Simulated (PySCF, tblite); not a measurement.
**C₅H₁₂AlN: geometry, infrared bands and NMR shifts**

What infrared bands and NMR shifts should C₅H₁₂AlN (`C#[C][AlH2-][N+](C)(C)C`) show?

Programs: tblite 0.8.0 and PySCF 2.14.0, with density-fitted response routines of our own. Each step states its level of theory. These are calculated values for one molecule in the gas phase, unless marked as measured. Atoms are numbered from 0 throughout.

### Step 1. Starting geometry

19 atoms, charge 0, multiplicity 1; geometry from: force field or distance geometry start.

Bonds of the start (Å): C0–C1 1.22, C1–Al2 1.94, Al2–N3 1.88, N3–C4 1.43, N3–C5 1.46, N3–C6 1.48, C0–H7 1.08, Al2–H8 1.60, Al2–H9 1.61, C4–H10 1.09, C4–H11 1.13, C4–H12 1.09, C5–H13 1.09, C5–H14 1.10, C5–H15 1.10, C6–H16 1.09, C6–H17 1.11, C6–H18 1.12.

### Step 2. Relaxing the molecule with GFN2-xTB

Job settings and geometry (Å):

```
{"job": {"kind": "relax", "xc": "GFN2-xTB", "basis": "xTB"}, "charge": 0, "multiplicity": 1}
C      2.781400     2.415800    -0.290400
C      2.245700     1.320400    -0.282900
Al     1.437100    -0.440300    -0.210800
N     -0.436600    -0.275900    -0.120200
C     -0.957400     1.026800     0.133400
C     -1.031100    -0.869200    -1.316800
C     -0.881500    -1.096400     1.022000
H      3.249500     3.392500    -0.304500
H      1.954900    -1.316000     1.024200
H      1.767200    -1.291600    -1.531300
H     -0.989700     1.211100     1.212100
H     -2.046800     0.980700    -0.175900
H     -0.500800     1.846900    -0.416000
H     -0.925300    -0.210700    -2.185000
H     -0.506600    -1.825800    -1.464700
H     -2.071200    -1.103300    -1.034300
H     -0.349800    -2.042600     1.096700
H     -0.760200    -0.531400     1.966800
H     -1.988700    -1.181800     0.885300
```

Command:

```sh
$ OMP_NUM_THREADS=1 python probes_run.py task.json out
```

This one command runs all jobs of the session in turn.

The program printed:

```text
step      E/eV     max force
  0    -564.15150    3.105
  1    -564.42160    2.155
  2    -564.54425    4.649
  3    -564.70752    1.718
  4    -564.76403    0.568
  5    -564.80384    0.327
  6    -564.82369    0.474
  7    -564.85288    0.440
  8    -564.87711    0.366
  9    -564.89266    0.318
 10    -564.90173    0.312
 11    -564.91244    0.279
 12    -564.92349    0.274
 13    -564.93097    0.201
 14    -564.93496    0.122
 15    -564.93769    0.116
 16    -564.94013    0.125
 17    -564.94300    0.167
 18    -564.94652    0.185
 19    -564.95121    0.154
 20    -564.95734    0.232
 21    -564.96391    0.216
 22    -564.96927    0.231
 23    -564.97331    0.189
 24    -564.97637    0.131
 25    -564.97911    0.136
 26    -564.98183    0.153
 27    -564.98465    0.178
 28    -564.98783    0.147
 29    -564.99158    0.176
 30    -564.99587    0.157
 31    -565.00014    0.220
 32    -565.00364    0.191
 33    -565.00598    0.106
 34    -565.00742    0.075
 35    -565.00849    0.112
 36    -565.00930    0.135
 37    -565.01021    0.098
 38    -565.01077    0.061
 39    -565.01109    0.044
 40    -565.01127    0.043
 41    -565.01175    0.068
 42    -565.01234    0.095
 43    -565.01320    0.094
 44    -565.01392    0.052
 45    -565.01439    0.050
 46    -565.01474    0.044
 47    -565.01513    0.061
 48    -565.01559    0.056
 49    -565.01604    0.038
 50    -565.01644    0.040
 51    -565.01686    0.052
 52    -565.01741    0.067
 53    -565.01808    0.062
 54    -565.01871    0.057
 55    -565.01920    0.055
 56    -565.01965    0.053
 57    -565.02021    0.059
 58    -565.02093    0.067
 59    -565.02168    0.070
 60    -565.02235    0.057
 61    -565.02294    0.056
 62    -565.02353    0.056
 63    -565.02415    0.067
 64    -565.02473    0.058
 65    -565.02521    0.081
 66    -565.02556    0.056
 67    -565.02585    0.038
 68    -565.02606    0.029
 69    -565.02622    0.030
 70    -565.02649    0.044
 71    -565.02700    0.068
 72    -565.02805    0.094
 73    -565.03005    0.130
 74    -565.03327    0.162
 75    -565.03720    0.196
 76    -565.03957    0.138
 77    -565.04092    0.282
 78    -565.04357    0.294
 79    -565.04562    0.083
 80    -565.04780    0.083
 81    -565.04924    0.116
 82    -565.05035    0.091
 83    -565.05180    0.069
 84    -565.05363    0.094
 85    -565.05603    0.118
 86    -565.05883    0.113
 87    -565.06196    0.156
 88    -565.06501    0.163
 89    -565.06879    0.163
 90    -565.07335    0.166
 91    -565.07976    0.153
 92    -565.08353    0.140
 93    -565.08696    0.144
 94    -565.08898    0.148
 95    -565.09133    0.157
 96    -565.09472    0.147
 97    -565.09966    0.165
 98    -565.10527    0.151
 99    -565.10965    0.159
100    -565.11647    0.182
101    -565.12269    0.381
102    -565.12847    0.310
103    -565.13249    0.320
104    -565.13624    0.320
105    -565.13877    0.134
106    -565.14210    0.085
107    -565.14373    0.111
108    -565.14468    0.070
109    -565.14577    0.105
110    -565.14706    0.085
111    -565.14801    0.092
112    -565.14863    0.048
113    -565.14901    0.079
114    -565.14931    0.075
115    -565.14966    0.037
116    -565.15010    0.039
117    -565.15044    0.033
118    -565.15065    0.036
119    -565.15090    0.032
120    -565.15121    0.036
121    -565.15167    0.037
122    -565.15214    0.042
123    -565.15247    0.042
124    -565.15269    0.035
125    -565.15290    0.039
126    -565.15322    0.044
127    -565.15357    0.038
128    -565.15382    0.032
129    -565.15396    0.042
130    -565.15407    0.032
131    -565.15419    0.027
132    -565.15435    0.027
133    -565.15445    0.025
134    -565.15455    0.024
135    -565.15464    0.021
136    -565.15473    0.018
137    -565.15480    0.016
138    -565.15485    0.021
139    -565.15489    0.019
140    -565.15491    0.017
141    -565.15494    0.009
```

It took 0.84 s on 1 thread of Intel Xeon 6975P-C, shared host; peak memory 0.18 GiB.

Along the way: (not every step is listed)

```tsv
step	energy from step 0 (eV)	largest force (eV/Å)
0	0.0000	3.1051
1	-0.2701	2.1553
2	-0.3927	4.6492
3	-0.5560	1.7185
4	-0.6125	0.5676
5	-0.6523	0.3272
6	-0.6722	0.4739
7	-0.7014	0.4399
8	-0.7256	0.3663
20	-0.8058	0.2319
32	-0.8521	0.1909
44	-0.8624	0.0521
56	-0.8681	0.0533
68	-0.8746	0.0287
80	-0.8963	0.0833
92	-0.9320	0.1395
104	-0.9847	0.3201
116	-0.9986	0.0393
128	-1.0023	0.0317
136	-1.0032	0.0181
137	-1.0033	0.0157
138	-1.0033	0.0208
139	-1.0034	0.0193
140	-1.0034	0.0175
141	-1.0034	0.0094
```

Close pairs (by a distance rule), those that changed most:

```tsv
bond	before (Å)	after (Å)	change (Å)
Al2–N3	1.883	2.057	+0.174
C4–H11	1.133	1.095	-0.038
Al2–H9	1.605	1.571	-0.035
Al2–H8	1.600	1.570	-0.030
C1–Al2	1.939	1.967	+0.029
N3–C4	1.426	1.452	+0.027
C0–H7	1.083	1.057	-0.026
C6–H18	1.119	1.095	-0.024
```

The final coordinates are the input of the step that follows.

### Step 3. Harmonic vibrations with GFN2-xTB

Job settings and geometry (Å):

```
{"job": {"kind": "ir", "xc": "GFN2-xTB", "basis": "xTB"}, "charge": 0, "multiplicity": 1}
C      2.494120     2.215762    -1.263957
C      2.071673     1.243709    -0.675499
Al     1.572159    -0.385835     0.307235
N     -0.467337    -0.317576     0.051158
C     -0.964111     0.919034     0.628245
C     -0.754415    -0.372090    -1.371412
C     -1.042924    -1.465191     0.732299
H      2.851834     3.066029    -1.779443
H      1.590784    -0.376319     1.877244
H      1.824515    -1.785418    -0.359200
H     -0.676201     0.958300     1.678554
H     -2.053106     0.999818     0.545155
H     -0.497294     1.761650     0.119334
H     -0.272452     0.473025    -1.861736
H     -0.331017    -1.287882    -1.782492
H     -1.830973    -0.346782    -1.571460
H     -0.604296    -2.375022     0.322857
H     -0.789171    -1.413468     1.790778
H     -2.131594    -1.502494     0.620041
```

The program printed:

```text
mode    cm-1     km/mol
  1      56.4      0.73
  2      77.1      1.45
  3     133.8      0.24
  4     145.2      0.16
  5     149.4      0.01
  6     195.0      0.26
  7     198.7      4.85
  8     238.5      0.47
  9     241.8      0.11
 10     284.9      2.72
 11     419.8      1.64
 12     422.9      0.28
 13     480.7    130.55
 14     483.6     12.13
 15     489.8      5.65
 16     526.2     10.75
 17     674.8     82.31
 18     686.9     32.54
 19     715.6    606.29
 20     793.3    427.27
 21     884.2     13.48
 22    1022.6      0.01
 23    1043.5      8.43
 24    1043.9      7.71
 25    1076.5      8.57
 26    1079.5     11.16
 27    1221.5      6.82
 28    1267.0      2.26
 29    1269.2      5.56
 30    1404.8      1.91
 31    1405.7      3.44
 32    1428.5      4.92
 33    1455.8      0.03
 34    1468.1      1.55
 35    1469.0      1.83
 36    1472.7     12.14
 37    1473.0     14.54
 38    1489.3     32.43
 39    1653.8    471.98
 40    1677.1    194.08
 41    2122.6     37.57
 42    2934.7     10.00
 43    2935.8      8.81
 44    2941.2    133.50
 45    3004.7      2.20
 46    3006.8      2.46
 47    3009.9      5.62
 48    3011.2     18.48
 49    3013.4     20.37
 50    3015.2     25.77
 51    3297.7     25.76
```

It took 0.57 s on 1 thread of Intel Xeon 6975P-C, shared host; peak memory 0.18 GiB.

The strongest bands and the atoms that carry them (share of the mass-weighted mode):

```tsv
cm⁻¹	km/mol	atoms
481	130.6	H8 36 %, H9 35 %, Al2 14 %
675	82.3	H7 60 %, C0 14 %, H9 10 %, H8 10 %
716	606.3	H9 32 %, H8 32 %, H7 20 %
793	427.3	H9 45 %, H8 45 %
1654	472.0	H9 51 %, H8 44 %
1677	194.1	H8 53 %, H9 45 %
2123	37.6	C1 54 %, C0 37 %
2941	133.5	H18 37 %, H11 34 %, H15 22 %
```

### Step 4. Nuclear shieldings: PBE0/pcSseg-1

Settings changed since step 3:

```diff
@@ -1,2 +1,2 @@
-{"job": {"kind": "ir", "xc": "GFN2-xTB", "basis": "xTB"}, "charge": 0, "multiplicity": 1}
+{"job": {"kind": "nmr", "xc": "PBE0", "basis": "pcSseg-1"}, "charge": 0, "multiplicity": 1}
 C      2.494120     2.215762    -1.263957
```

Level: GIAO PBE0/pcSseg-1 NMR shielding, non-relativistic, gas phase.

The program printed:

```text
coarse grid: 15560 points
cycle   1  E = -494.3216082877  dE =  4.946e-01  |g| = 4.397e-01  |ddm| = 3.671e+00
cycle   2  E = -494.3125247358  dE =  9.084e-03  |g| = 4.843e-01  |ddm| = 1.002e+00
cycle   3  E = -494.3682718670  dE = -5.575e-02  |g| = 1.752e-01  |ddm| = 4.940e-01
cycle   4  E = -494.3757321332  dE = -7.460e-03  |g| = 4.093e-02  |ddm| = 1.369e-01
cycle   5  E = -494.3761373047  dE = -4.052e-04  |g| = 1.108e-02  |ddm| = 4.077e-02
cycle   6  E = -494.3761608910  dE = -2.359e-05  |g| = 3.864e-03  |ddm| = 1.082e-02
cycle   7  E = -494.3761642244  dE = -3.333e-06  |g| = 5.543e-04  |ddm| = 3.405e-03
final grid: 143392 points
cycle   8  E = -494.4177002236  dE = -4.380e-05  |g| = 8.143e-03  |ddm| = 3.603e-02
cycle   9  E = -494.4176977758  dE =  2.448e-06  |g| = 8.745e-03  |ddm| = 1.381e-02
cycle  10  E = -494.4177173394  dE = -1.956e-05  |g| = 8.865e-04  |ddm| = 7.252e-03
cycle  11  E = -494.4177174933  dE = -1.539e-07  |g| = 2.517e-04  |ddm| = 7.869e-04
cycle  12  E = -494.4177175052  dE = -1.194e-08  |g| = 4.707e-05  |ddm| = 1.827e-04
cycle  13  E = -494.4177175056  dE = -3.947e-10  |g| = 2.102e-05  |ddm| = 5.659e-05
converged SCF energy = -494.4177175056

GIAO shielding tensors (ppm)
atom      isotropic    diamagn.    paramagn.     s11        s22        s33       span
  0 C       82.532     262.380    -179.848     -5.856     -4.744    258.196    264.052
  1 C       84.436     257.215    -172.779    -18.524    -13.616    285.446    303.970
  2 Al     422.333     797.286    -374.953    386.981    433.347    446.672     59.692
  3 N      228.964     321.127     -92.162    207.294    238.384    241.215     33.921
  4 C      139.775     249.581    -109.807    117.732    117.976    183.617     65.885
  5 C      139.817     249.179    -109.362    117.535    118.251    183.665     66.129
  6 C      140.032     247.989    -107.957    115.976    117.129    186.990     71.014
  7 H       30.014      33.934      -3.920     24.589     24.750     40.703     16.115
  8 H       27.797      30.996      -3.198     24.511     26.682     32.199      7.689
  9 H       27.789      30.984      -3.195     24.520     26.672     32.175      7.655
 10 H       28.978      31.416      -2.439     25.067     26.633     35.233     10.166
 11 H       29.752      31.148      -1.397     26.187     27.120     35.948      9.761
 12 H       28.315      31.724      -3.410     23.174     28.133     33.637     10.462
 13 H       28.297      31.459      -3.162     23.110     28.163     33.618     10.507
 14 H       28.990      31.136      -2.146     25.102     26.615     35.254     10.151
 15 H       29.758      30.898      -1.139     26.204     27.115     35.956      9.752
 16 H       28.907      30.427      -1.519     24.550     26.897     35.274     10.724
 17 H       28.942      30.469      -1.527     24.651     26.856     35.319     10.669
 18 H       29.716      30.069      -0.354     26.174     26.892     36.082      9.908
```

It took 21 s on 1 thread of Intel Xeon 6975P-C, shared host; peak memory 0.85 GiB.

Shifts follow as δ = σ(reference) − σ, with reference shieldings (ppm) from runs at the same level and on the same kind of geometry: 1H TMS 31.72, 13C TMS 186.9, 15N NH3 267.7, 27Al AlH4- 490.0. The references are single molecules in the gas phase, so shifts against H2O, NH3, PH3, H3PO4 or CFCl3 are not on the usual liquid scales and can be off by tens of ppm. Shifts against hydride references such as AlH4− lie on their own scale. Atoms listed in one row are averaged.

```tsv
atoms	environment	σ (ppm)	δ (ppm)
C0	terminal alkyne carbon	82.5	104.4
C1	alkyne carbon	84.4	102.5
C4, C5, C6	methyl carbon bonded to N	139.9	47.1
H8, H9	hydrogen on an aluminium bonded to C, N	27.79	3.92
H10, H11, H12, H13, H14 and 4 more	hydrogen on a methyl carbon bonded to N	29.07	2.64
H7	hydrogen on a terminal alkyne carbon	30.01	1.70
Al2	aluminium bonded to C, N, 2 H	422.3	67.6
N3	donor nitrogen of a Lewis adduct	229.0	38.8
```

The run also stored atomic charges by several schemes (e):

```tsv
atoms	Mulliken	IAO	Hirshfeld	ESP fit
C0	-0.22	-0.23	-0.12	-0.29
C1	-0.23	-0.36	-0.22	-0.40
Al2	0.71	0.60	0.35	0.82
N3	-0.77	-0.18	-0.02	0.15
C4, C5, C6	-0.09	-0.31	-0.05	-0.46
```

Mayer bond orders: C0–C1 2.53, C1–Al2 0.80, Al2–N3 0.36, N3–C4 0.90, N3–C5 0.90, N3–C6 0.91.

### Step 5. Summary of results

```
                                                               quantity                   value
                              strongest single infrared mode (GFN2-xTB)    716 cm⁻¹, 606 km/mol
                                           zero-point energy (GFN2-xTB)           94.4 kcal/mol
13C shifts against TMS (PBE0/pcSseg-1, means over atoms taken as alike)  104.4, 102.5, 47.1 ppm
 1H shifts against TMS (PBE0/pcSseg-1, means over atoms taken as alike)    3.92, 2.64, 1.70 ppm
                              27Al shifts against AlH4- (PBE0/pcSseg-1)                67.6 ppm
                                 15N shifts against NH3 (PBE0/pcSseg-1)                38.8 ppm
```

**Reading.** Relaxing lowered the energy by 1.003 eV in 141 steps; the close pair that moved most is Al2–N3, from 1.883 to 2.057 Å. No mode is imaginary among the 51: a minimum at this level. The strongest single mode, at 716 cm⁻¹, is carried by H9, H8, H7. GFN2-xTB is a fitted tight-binding method: band positions and strengths are rough. Its intensities can rank the bands wrongly. At PBE0/pcSseg-1: Shielding is most anisotropic at C1 (span 304 ppm, paramagnetic term -173 ppm).
